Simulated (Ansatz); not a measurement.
# Hf2O: the cost of one run

Method: DFT PBE, scalar-relativistic, plane waves, PAW, in Ansatz 0.2.0.

## Step 1: The starting structure

Symmetry: I4_1/amd, No. 141, tetragonal system. The conventional cell has a = 3.788 Å, b = 3.788 Å, c = 13.170 Å, α = 90.00°, β = 90.00°, γ = 90.00°. Hf (site symmetry 2mm) has 3 Hf at 2.19 to 2.20 Å and 6 O at 2.90 Å as nearest neighbours. O (site symmetry -4m2) is surrounded by 12 Hf at 2.90 Å.

Coordinates:

```
CELL_PARAMETERS angstrom
-1.89385 1.89385 6.58487
1.89385 -1.89385 6.58487
1.89385 1.89385 -6.58487
ATOMIC_POSITIONS crystal
Hf 0.41650 0.41650 0.00000
Hf 0.16650 0.66650 0.50000
Hf 0.33350 0.83350 0.50000
Hf 0.58350 0.58350 0.00000
O 0.00000 0.00000 0.00000
O 0.75000 0.25000 0.50000
```

(A quick probe on a coarse mesh, which set the mesh and smearing, is not shown.)

## Step 3: A loose first relaxation

Contents of input.yaml:

```yaml
crystal:
  lattice:
    - [-1.8938490019, 1.8938490019, 6.5848661613]
    - [1.8938490019, -1.8938490019, 6.5848661613]
    - [1.8938490019, 1.8938490019, -6.5848661613]
  atoms:
    - { symbol: Hf, position: [0.4165, 0.4165, 0.0] }
    - { symbol: Hf, position: [0.1665, 0.6665, 0.5] }
    - { symbol: Hf, position: [0.3335, 0.8335, 0.5] }
    - { symbol: Hf, position: [0.5835, 0.5835, 0.0] }
    - { symbol: O, position: [0.0, 0.0, 0.0] }
    - { symbol: O, position: [0.75, 0.25, 0.5] }
basis:
  ecutwfc: 420
kpoints:
  mp_grid: { grid: [6, 6, 6] }
hamiltonian:
  xc: pbe
scf:
  occupations: { method: gaussian, width: 0.1 }
  lower_state_search: "off"
output:
  forces: true
  stress: true
  eigenvalues: true
relax:
  adjacent_minimum: "off"
  f_tol: 0.04
  max_steps: 70
  cell: { stress_tol: 0.4 }
```

Started as:

```sh
> ansatz run input.yaml --threads 1 --pin off --max-ram 2560MiB --backend cpu --events-out ev --progress --plain --runs-dir out
```

**Question.** How long does this run take on 1 thread of Intel Xeon Platinum 8259CL at 2.50GHz (Skylake/Cascade Lake), shared host, and how much memory does it need?

About 6.4 min, with a peak of 0.54 GiB.
